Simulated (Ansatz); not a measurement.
# ClCuH3N: the cost of one run

Program: Ansatz 0.2.0. Level of theory: the levels named in each step. These are calculated values, not measurements.

**1. The structure to begin with**

Bond lengths: N1–Cu2 1.911 Å, Cu2–Cl3 2.047 Å, N1–H4 1.016 Å, N1–H5 1.018 Å, N1–H6 1.014 Å. Angles: N1–Cu2–Cl3 179.9°, Cu2–N1–H4 109.4°, Cu2–N1–H5 109.3°, Cu2–N1–H6 109.5°, H4–N1–H5 109.5°, H4–N1–H6 109.5°, H5–N1–H6 109.5°.

Structure file:

```xyz
6

N    -2.2425    0.1457    0.0021
Cu   -0.3354    0.0214    0.0009
Cl    1.7072   -0.1101   -0.0027
H    -2.5585    0.4830    0.9070
H    -2.6403   -0.7743   -0.1753
H    -2.5408    0.7897   -0.7227
```

**2. A rough first relaxation, PBE-D4/def2-SVP**

This run stands in another session on the same molecule. It ended at:

```xyz
6

N    -2.2288    0.1437    0.0025
Cu   -0.3020    0.0195    0.0001
Cl    1.7841   -0.1150   -0.0024
H    -2.5998    0.4836    0.9031
H    -2.6817   -0.7662   -0.1740
H    -2.5821    0.7896   -0.7201
```

**3. Relaxation, HF/STO-3G**

The input, input.yaml:

```yaml
crystal:
  periodic: [false, false, false]
  atoms:
    - { symbol: "N", position_ang: [-2.22878968, 0.14373175, 0.00251674] }
    - { symbol: Cu, position_ang: [-0.30195325, 0.01951958, 0.00014823] }
    - { symbol: Cl, position_ang: [1.78412584, -0.11504367, -0.00242575] }
    - { symbol: H, position_ang: [-2.59983045, 0.48361257, 0.90309327] }
    - { symbol: H, position_ang: [-2.6816748, -0.76620018, -0.17397454] }
    - { symbol: H, position_ang: [-2.58209766, 0.78962994, -0.72012796] }
basis:
  gaussian: { orbitals: STO-3G }
hamiltonian:
  xc: hf
relax:
  f_tol: 0.002
  max_steps: 150
```

The run is started by

```console
$ ansatz run input.yaml --threads 2 --pin off --max-ram 5120MiB --backend cpu --events-out ev --progress --plain --runs-dir out
```

Q: Estimate wall time and peak memory on 2 threads of Intel Xeon at 2.50GHz (Skylake/Cascade Lake), shared host.

About 37 s, with a peak of 0.12 GiB.
